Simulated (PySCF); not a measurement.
**V⁺: excitation energy in aug-cc-pVTZ**

Aim: the excitation energy of vanadium from differences of total energies, at each level of theory, and how far each lands from the tabulated value where there is one.

Method: unrestricted determinants in a Gaussian basis, no spin-orbit coupling in the energies. Code: PySCF 2.14.0.

### Step 1. The atom as given

- Element: vanadium (Z = 23)
- Basis: aug-cc-pVTZ (8s7p5d3f2g, 93 functions)
- Hamiltonian: no relativity, point nucleus
- State 1: V⁺: [Ar] 3d3 4s1, high-spin 5F determinant (an excited configuration)
- Needed too, but not shown: V⁺ [Ar] 3d4 (5D)
- Methods: UHF, LDA, PBE, PBE0, r2SCAN, B2PLYP, wB97X-V, r2SCAN0, M06, MP2
- Core shells frozen in the correlated runs: valence: [Ar] (for V⁺)

Outer shells as boxes (Hund's rule):

V+ [Ar] 3d3 4s1
```
[Ar] core
3d [↑ ][↑ ][↑ ][  ][  ]
4s [↑ ]
```

One driver process ran all states and methods and kept the integrals in memory. Each run is shown as a PySCF script that sums up its settings (the driver passes frozen orbitals as a list and adds second-order terms of double hybrids); the logs are those of the runs themselves. The driver starts from symmetry-adapted Hartree-Fock orbitals, holds the occupation by maximum overlap and uses a logarithmic radial grid for functionals, so a plain start would take other cycles.

It was started by

```
> OMP_NUM_THREADS=1 python atomrun2.py TASK.json OUT
```

The integrals over 93 functions and the set-up took 3.1 s of CPU time.

### Step 2. V⁺ [Ar] 3d3 4s1, method by method

Level: UHF.

File input.py:

```python
from pyscf import gto, scf, dft, mp, cc
import basis_set_exchange as bse
mol = gto.M(atom="V 0 0 0", charge=1, spin=4, symmetry="D2h",
            basis=gto.basis.parse(bse.get_basis("aug-cc-pVTZ", elements=["V"], fmt="nwchem", header=False)))
mf = scf.UHF(mol)
mf.irrep_nelec = {'Ag': (4, 3), 'B1g': (1, 0), 'B2g': (1, 0), 'B3g': (1, 0), 'B1u': (2, 2), 'B2u': (2, 2), 'B3u': (2, 2)}
mf.kernel()
```

Level: LDA.

input.py, as changed from the run before:

```diff
@@ -4,3 +4,3 @@
             basis=gto.basis.parse(bse.get_basis("aug-cc-pVTZ", elements=["V"], fmt="nwchem", header=False)))
-mf = scf.UHF(mol)
+mf = dft.UKS(mol, xc="LDA,VWN")
 mf.irrep_nelec = {'Ag': (4, 3), 'B1g': (1, 0), 'B2g': (1, 0), 'B3g': (1, 0), 'B1u': (2, 2), 'B2u': (2, 2), 'B3u': (2, 2)}
```

Level: PBE.

input.py, as changed from the run before:

```diff
@@ -4,3 +4,3 @@
             basis=gto.basis.parse(bse.get_basis("aug-cc-pVTZ", elements=["V"], fmt="nwchem", header=False)))
-mf = dft.UKS(mol, xc="LDA,VWN")
+mf = dft.UKS(mol, xc="PBE")
 mf.irrep_nelec = {'Ag': (4, 3), 'B1g': (1, 0), 'B2g': (1, 0), 'B3g': (1, 0), 'B1u': (2, 2), 'B2u': (2, 2), 'B3u': (2, 2)}
```

Level: PBE0.

input.py, as changed from the run before:

```diff
@@ -4,3 +4,3 @@
             basis=gto.basis.parse(bse.get_basis("aug-cc-pVTZ", elements=["V"], fmt="nwchem", header=False)))
-mf = dft.UKS(mol, xc="PBE")
+mf = dft.UKS(mol, xc="PBE0")
 mf.irrep_nelec = {'Ag': (4, 3), 'B1g': (1, 0), 'B2g': (1, 0), 'B3g': (1, 0), 'B1u': (2, 2), 'B2u': (2, 2), 'B3u': (2, 2)}
```

Level: r2SCAN.

input.py, as changed from the run before:

```diff
@@ -4,3 +4,3 @@
             basis=gto.basis.parse(bse.get_basis("aug-cc-pVTZ", elements=["V"], fmt="nwchem", header=False)))
-mf = dft.UKS(mol, xc="PBE0")
+mf = dft.UKS(mol, xc="R2SCAN")
 mf.irrep_nelec = {'Ag': (4, 3), 'B1g': (1, 0), 'B2g': (1, 0), 'B3g': (1, 0), 'B1u': (2, 2), 'B2u': (2, 2), 'B3u': (2, 2)}
```

Level: B2PLYP.

input.py, as changed from the run before:

```diff
@@ -4,3 +4,3 @@
             basis=gto.basis.parse(bse.get_basis("aug-cc-pVTZ", elements=["V"], fmt="nwchem", header=False)))
-mf = dft.UKS(mol, xc="R2SCAN")
+mf = dft.UKS(mol, xc="0.53*HF + 0.47*B88, 0.73*LYP")
 mf.irrep_nelec = {'Ag': (4, 3), 'B1g': (1, 0), 'B2g': (1, 0), 'B3g': (1, 0), 'B1u': (2, 2), 'B2u': (2, 2), 'B3u': (2, 2)}
```

Level: wB97X-V.

```python
from pyscf import gto, scf, dft, mp, cc
import basis_set_exchange as bse
mol = gto.M(atom="V 0 0 0", charge=1, spin=4, symmetry="D2h",
            basis=gto.basis.parse(bse.get_basis("aug-cc-pVTZ", elements=["V"], fmt="nwchem", header=False)))
mf = dft.UKS(mol, xc="WB97X_V")
mf.irrep_nelec = {'Ag': (4, 3), 'B1g': (1, 0), 'B2g': (1, 0), 'B3g': (1, 0), 'B1u': (2, 2), 'B2u': (2, 2), 'B3u': (2, 2)}
mf.kernel()
```

Level: r2SCAN0.

input.py, as changed from the run before:

```diff
@@ -4,3 +4,3 @@
             basis=gto.basis.parse(bse.get_basis("aug-cc-pVTZ", elements=["V"], fmt="nwchem", header=False)))
-mf = dft.UKS(mol, xc="WB97X_V")
+mf = dft.UKS(mol, xc="HYB_MGGA_XC_R2SCAN0")
 mf.irrep_nelec = {'Ag': (4, 3), 'B1g': (1, 0), 'B2g': (1, 0), 'B3g': (1, 0), 'B1u': (2, 2), 'B2u': (2, 2), 'B3u': (2, 2)}
```

Level: M06.

input.py, as changed from the run before:

```diff
@@ -4,3 +4,3 @@
             basis=gto.basis.parse(bse.get_basis("aug-cc-pVTZ", elements=["V"], fmt="nwchem", header=False)))
-mf = dft.UKS(mol, xc="HYB_MGGA_XC_R2SCAN0")
+mf = dft.UKS(mol, xc="M06")
 mf.irrep_nelec = {'Ag': (4, 3), 'B1g': (1, 0), 'B2g': (1, 0), 'B3g': (1, 0), 'B1u': (2, 2), 'B2u': (2, 2), 'B3u': (2, 2)}
```

### Step 3. V⁺ [Ar] 3d3 4s1, continued

Level: MP2 (valence).

File input.py:

```python
from pyscf import gto, scf, dft, mp, cc
import basis_set_exchange as bse
mol = gto.M(atom="V 0 0 0", charge=1, spin=4, symmetry="D2h",
            basis=gto.basis.parse(bse.get_basis("aug-cc-pVTZ", elements=["V"], fmt="nwchem", header=False)))
mf = scf.UHF(mol)
mf.irrep_nelec = {'Ag': (4, 3), 'B1g': (1, 0), 'B2g': (1, 0), 'B3g': (1, 0), 'B1u': (2, 2), 'B2u': (2, 2), 'B3u': (2, 2)}
mf.kernel()
mp.UMP2(mf, frozen=9).kernel()
```

**Question.** What will these runs give?

**Answer**, as computed:

| quantity | value |
| --- | --- |
| excitation energy, V⁺ → [Ar] 3d3 4s1 | UHF -0.224, MP2 (valence) 0.260 eV; reference 0.337 |

Each level's miss (mean over 1 difference):

```tsv
method	mean absolute miss against the measured value (with the measured fine structure taken into account where it is known) (eV)
UHF	0.561
LDA	0.577
PBE	0.383
PBE0	0.300
B2PLYP	0.083
wB97X-V	0.377
r2SCAN0	0.036
M06	0.848
MP2 (valence)	0.077
SCS-MP2 (valence)	0.400
```

r2SCAN0 lands nearest to the measured value (off by 0.04 eV); M06 misses by most (0.85 eV). PBE is off by +0.38 eV. The basis is finite, and no extrapolation was made.
